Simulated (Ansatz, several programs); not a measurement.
Cd3HgTe4 as one 8-atom ordering (P-43m) on the zincblende lattice, relaxed with r2SCAN in Ansatz (plane waves, PAW): space group P-43m (No. 215), cubic; a = 6.561 Å in the conventional setting, 35.31 Å³ an atom. Around Cd lie 4 Te at 2.84 Å; around Te lie 3 Cd at 2.84 Å and 1 Hg at 2.85 Å; around Hg lie 4 Te at 2.85 Å. The cell was then scaled with its shape and fractional coordinates held, which makes it stiffer than a relaxed compression. These are computed values for a spin-unpolarised cell that may be hypothetical; none is a measurement.

```csv
V (Å³/atom),E (meV/atom)
33.191,17.94
34.251,4.22
35.310,0.00
37.428,14.29
```

Question: Pass a cubic E = c₀ + c₁u + c₂u² + c₃u³, with u = V − 35.045 Å³, through these points.

Answer: c₀ = 0.24, c₁ = -1.903, c₂ = 3.750, c₃ = -0.2005 (meV and Å³).

Question: Where is the minimum, and what bulk modulus follows?

Answer: dE/du = 0 at u = +0.259, so V₀ = 35.30 Å³. B = V₀ d²E/dV² = 35.30 × (2c₂ + 6c₃u) = 35.30 × 7.188 = 254 meV/Å³, and 1 meV/Å³ is 0.16022 GPa: 41 GPa. A third-order Birch-Murnaghan fit to all five points gives 35.31 Å³ and 40 GPa.

Question: Predict the energy and the pressure at the withheld volume, 36.369 Å³.

Answer: With u = +1.324: E ≈ 3.83 meV and P = −dE/dV ≈ -1.12 GPa. The run gives 3.78 meV and, from its stress, -1.11 GPa.
